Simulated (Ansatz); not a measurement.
## HgTe, space group F-43m: a single point from an input typed as a dict

Run with the Ansatz DFT code, driven from Python.

`deck.py`:
```python
"""Single point of HgTe through the engine session."""

import ansatz as az
import numpy as np

inputs = {
    "crystal": {
        "lattice": [[0.0, 3.2145, 3.2145], [3.2145, 0.0, 3.2145], [3.2145, 3.2145, 0.0]],
        "atoms": [
            {"symbol": "Hg", "position": [0.0, 0.0, 0.0]},
            {"symbol": "Te", "position": [0.25, 0.25, 0.25]},
        ],
    },
    "kpoints": {"mp_grid": {"grid": [5, 5, 5]}},
    "hamiltonian": {"xc": "r2scan"},
    "scf": {"occupations": {"method": "cold", "width": 0.2}},
    "basis": {"ecutwfc": "36.7 Ry"},
    "output": {"forces": True, "stress": True},
}

result = az.Session.from_dict(inputs).plan().execute()
report = result.report

print(f"free energy      {report['free_energy_ev']:.5f} eV")
print(f"per atom         {report['free_energy_ev'] / len(result.lattice.sites):.5f} eV")
print(f"SCF iterations   {report['n_iterations']}  (converged: {report['converged']})")

# pressure is a third of the trace
sigma = report["stress_gpa"]
voigt = [sigma[0][0], sigma[1][1], sigma[2][2], sigma[1][2], sigma[0][2], sigma[0][1]]
print("stress xx yy zz yz xz xy (GPa, compression positive):", " ".join(f"{s:.3f}" for s in voigt))
print("P =", round(10 * float(np.mean(voigt[:3])), 2), "kbar")
```

`python deck.py` gives:
```text
DeckWarning: basis.ecutwfc = 499.3289376138798 eV is below the records' recommended 500 eV, and the density's cutoff is lower with it unless basis.ecutrho_ratio is high enough to keep the records' density cutoff: compare with a run at a higher cutoff
free energy      -20822.97076 eV
per atom         -10411.48538 eV
SCF iterations   6  (converged: True)
stress xx yy zz yz xz xy (GPa, compression positive): 3.323 3.323 3.323 0.000 0.000 -0.000
P = 33.23 kbar
```
(Warnings from the package without file and line, repeats left out.)

What to keep in mind:
- These settings explore the input space; cutoff and mesh may be short of convergence.
- The cutoff lies under the one recommended for these potentials.
- Under the recommended cutoff a pressure can be off by several GPa, even in sign.
- Cold and Methfessel-Paxton smearing aren't meant for a gap as narrow as their width.
- The gap on the mesh is very small: a semilocal functional closes or nearly closes the gap of many narrow semiconductors.
- Spin-orbit coupling, which matters for elements this heavy, is left out.
- The starting cell is as deposited in a crystallographic database; the results hold for this polymorph, which needn't be the stable one.
- Wall time of the script: 4 s on 1 thread of Arm Neoverse V2, with other jobs on the host, peak memory 0.58 GiB.

(Lines on the test bed's own set-up are left out of the output.)
